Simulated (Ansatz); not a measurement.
**GeF₄: basis-set convergence**

One table from this session's results is given with a row withheld; the runs are named, their logs left out.

Computed with Ansatz 0.2.0, Gaussian basis. Level: one geometry, several basis sets.

Levels to be run: PBE0-D4/def2-SVP; ωB97M-V/def2-SVP; PBE0-D4/def2-QZVPP; ωB97M-V/def2-QZVPP; the functionals' def2-TZVPP values are taken from earlier runs.

## The geometry

An earlier PBE0-D4 in a triple-zeta def2 set relaxation fixed the geometry.

SMILES `[F][Ge]([F])([F])[F]`, 5 atoms, charge 0, spin multiplicity 1.

Atoms are counted from 1 here; the program's logs count them from 0.

Bond lengths: F1–Ge2 1.692 Å, Ge2–F3 1.691 Å, Ge2–F4 1.691 Å, Ge2–F5 1.691 Å. Angles: F1–Ge2–F3 109.5°, F1–Ge2–F4 109.5°, F1–Ge2–F5 109.5°, F3–Ge2–F4 109.5°, F3–Ge2–F5 109.5°, F4–Ge2–F5 109.5°.

Set-up of the first run:

Input file in.yaml:

```yaml
crystal:
  periodic: [false, false, false]
  atoms:
    - {symbol: F, position_ang: [-0.444548, 0.080744, 1.618207]}
    - {symbol: Ge, position_ang: [0.009980, -0.014740, -0.008280]}
    - {symbol: F, position_ang: [1.288075, -1.110397, -0.173147]}
    - {symbol: F, position_ang: [-1.306127, -0.540607, -0.931588]}
    - {symbol: F, position_ang: [0.502519, 1.511299, -0.546592]}
basis:
  gaussian: {orbitals: def2-SVP}
hamiltonian: {xc: pbe0, dispersion: d4}
output: {orbitals: {seedname: orbitals}}
```

Run with:

```console
ansatz run in.yaml --threads 2 --pin off --events-out ev --progress --plain --max-ram 22528MiB --backend cpu
```

Among the steps run: PBE0-D4 in def2-SVP; ωB97M-V in def2-SVP; PBE0-D4 in def2-QZVPP; ωB97M-V in def2-QZVPP.

One of the session's tables, all rows but one given; the rest of the session is left out.

It belongs to the step «Functionals by basis». 

| functional | basis | HOMO (eV) | LUMO (eV) |
| --- | --- | --- | --- |
| PBE0-D4 | def2-SVP | -12.50 | -1.64 |
| PBE0-D4 | def2-TZVPP | -12.69 | -1.73 |
| PBE0-D4 | def2-QZVPP | -12.75 | -1.88 |
| ωB97M-V | def2-SVP | ? | ? |
| ωB97M-V | def2-TZVPP | -15.22 | 0.46 |
| ωB97M-V | def2-QZVPP | -15.30 | 0.18 |

Q: Estimate the row for ωB97M-V, def2-SVP from the others.

The run gave: HOMO (eV): -14.99; LUMO (eV): 0.56. In the column «HOMO (eV)» it lies between ωB97M-V, def2-TZVPP (-15.22) and PBE0-D4, def2-QZVPP (-12.75).
